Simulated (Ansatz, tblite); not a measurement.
**SiCl3(NiPr2) (C6H14Cl3NSi): one state, many levels**

One table from this session's results is given with a row withheld; the runs are named, their logs left out.

Computed with Ansatz 0.2.0, Gaussian basis. Level: as each input shows.

The runs, in order: GFN1-xTB, GFN2-xTB, PBE-D4/def2-TZVP, r2SCAN-D4/def2-TZVP, r2SCANh-D4/def2-TZVP, ωB97X-V/def2-TZVP, BHLYP-D4/def2-TZVP, PBE-D4/def2-SVP, PBE0-D4/def2-SVP, HF/STO-3G, HF/6-31G, B3LYP-D4/6-31G, CCSD(T)/def2-SVP, MP2/def2-TZVP, RPA/def2-TZVP.

### The relaxed structure

The singlet was relaxed beforehand with r2SCAN-D4/def2-SVP.

25 atoms, charge 0, spin multiplicity 1.

Bond lengths: Si1–Cl2 2.069 Å, Si1–Cl3 2.058 Å, Si1–Cl4 2.068 Å, Si1–N5 1.700 Å, N5–C6 1.484 Å, N5–C9 1.477 Å, C6–C7 1.528 Å, C6–C8 1.528 Å, C6–H12 1.107 Å, C7–H13 1.102 Å, C7–H14 1.101 Å, C7–H15 1.100 Å, C8–H16 1.102 Å, C8–H17 1.100 Å, C8–H18 1.101 Å, C9–C10 1.529 Å, C9–C11 1.529 Å, C9–H19 1.103 Å and more. Angles: Cl2–Si1–Cl3 107.5°, Cl2–Si1–Cl4 105.1°, Cl2–Si1–N5 111.6°, Cl3–Si1–Cl4 107.4°, Cl3–Si1–N5 113.5°, Cl4–Si1–N5 111.4°, Si1–N5–C6 114.0°, Si1–N5–C9 128.8°, C6–N5–C9 117.1°, N5–C6–C7 111.8°, N5–C6–C8 111.9°, N5–C6–H12 106.2°, C7–C6–C8 113.1°, C7–C6–H12 106.7°, C8–C6–H12 106.6°, C6–C7–H13 111.7°, C6–C7–H14 110.5°, C6–C7–H15 110.3° and more.

PBE0-D4/def2-TZVP was run before; its log isn't repeated, and its numbers join the tables.

Set-up of the first run:

Tight binding, by tblite at 300 K electronic temperature and without a spin-polarisation term:

```python
tblite.interface.Calculator('GFN1-xTB', numbers, positions, charge=0, uhf=0).singlepoint()
```

Tight binding, by tblite at 300 K electronic temperature and without a spin-polarisation term:

```python
tblite.interface.Calculator('GFN2-xTB', numbers, positions, charge=0, uhf=0).singlepoint()
```

start.molden holds the orbitals of an earlier run on this state, given as this run's starting guess.

Input file in.yaml:

```yaml
crystal:
  periodic: [false, false, false]
  atoms:
    - {symbol: Si, position_ang: [0.795287, 1.869035, 0.889460]}
    - {symbol: Cl, position_ang: [0.598002, 1.899929, 2.949264]}
    - {symbol: Cl, position_ang: [2.791768, 2.112531, 0.455064]}
    - {symbol: Cl, position_ang: [-0.190961, 3.562949, 0.228857]}
    - {symbol: N, position_ang: [0.123220, 0.459519, 0.217052]}
    - {symbol: C, position_ang: [-1.322873, 0.285794, 0.500018]}
    - {symbol: C, position_ang: [-2.156534, 0.301757, -0.780567]}
    - {symbol: C, position_ang: [-1.589914, -0.938353, 1.375200]}
    - {symbol: C, position_ang: [0.790462, -0.604707, -0.560471]}
    - {symbol: C, position_ang: [1.307159, -0.104313, -1.909820]}
    - {symbol: C, position_ang: [1.863878, -1.334739, 0.247876]}
    - {symbol: H, position_ang: [-1.629898, 1.169950, 1.090431]}
    - {symbol: H, position_ang: [-1.917477, -0.554247, -1.432082]}
    - {symbol: H, position_ang: [-3.230145, 0.245610, -0.541798]}
    - {symbol: H, position_ang: [-1.973272, 1.229122, -1.343824]}
    - {symbol: H, position_ang: [-1.320196, -1.874739, 0.860600]}
    - {symbol: H, position_ang: [-1.010634, -0.874625, 2.308665]}
    - {symbol: H, position_ang: [-2.658874, -0.999793, 1.632844]}
    - {symbol: H, position_ang: [-0.002937, -1.340794, -0.775791]}
    - {symbol: H, position_ang: [2.126653, 0.619124, -1.781692]}
    - {symbol: H, position_ang: [0.500842, 0.387769, -2.475305]}
    - {symbol: H, position_ang: [1.690014, -0.944427, -2.511484]}
    - {symbol: H, position_ang: [2.258236, -2.192175, -0.320856]}
    - {symbol: H, position_ang: [2.709373, -0.670473, 0.482403]}
    - {symbol: H, position_ang: [1.448809, -1.709705, 1.195945]}
basis:
  gaussian: {orbitals: def2-TZVP, fitting: {mean_field: def2-universal-jkfit}, initial_orbitals: start.molden}
hamiltonian: {xc: pbe, dispersion: d4}
scf: {omitted_lower_state_checks: [starts]}
output: {forces: true, orbitals: {seedname: orbitals}}
```

Command:

```console
$ ansatz run in.yaml --threads 2 --pin off --events-out ev --progress --plain --max-ram 32768MiB --backend cuda --devices 0, --max-vram 18GiB
```

Among the steps run: PBE-D4/def2-TZVP; r2SCAN-D4/def2-TZVP; r2SCANh-D4/def2-TZVP; ωB97X-V/def2-TZVP; BHLYP-D4/def2-TZVP; PBE-D4/def2-SVP; PBE0-D4/def2-SVP; HF/STO-3G; HF/6-31G; B3LYP-D4/6-31G; CCSD(T)/def2-SVP; MP2/def2-TZVP; RPA/def2-TZVP.

One of the session's tables, all rows but one given; the rest of the session is left out.

It belongs to the step «Binding energy». 

| method | binding an atom (eV) |
| --- | --- |
| HF/STO-3G | 3.661 |
| HF/6-31G | 2.718 |
| HF/def2-SVP | 3.030 |
| HF/def2-TZVP | 2.986 |
| PBE-D4/def2-SVP | 4.144 |
| PBE-D4/def2-TZVP | 4.112 |
| r2SCAN-D4/def2-TZVP | 4.043 |
| r2SCANh-D4/def2-TZVP | 4.026 |
| B3LYP-D4/6-31G | 3.836 |
| PBE0-D4/def2-SVP | 4.094 |
| PBE0-D4/def2-TZVP | 4.062 |
| BHLYP-D4/def2-TZVP | ? |
| ωB97X-V/def2-TZVP | 4.047 |
| MP2/def2-SVP | 3.890 |
| MP2/def2-TZVP | 3.958 |
| CCSD/def2-SVP | 3.805 |
| CCSD(T)/def2-SVP | 3.847 |

Q: Estimate the row for BHLYP-D4/def2-TZVP from the others.

As computed: binding an atom (eV): 3.933. In the column «binding an atom (eV)» it lies between MP2/def2-SVP (3.890) and MP2/def2-TZVP (3.958).

Caveats from the session: Free atoms were run apart at each level; binding is atoms less cluster, divided by the number of atoms, without zero-point or spin-orbit terms.
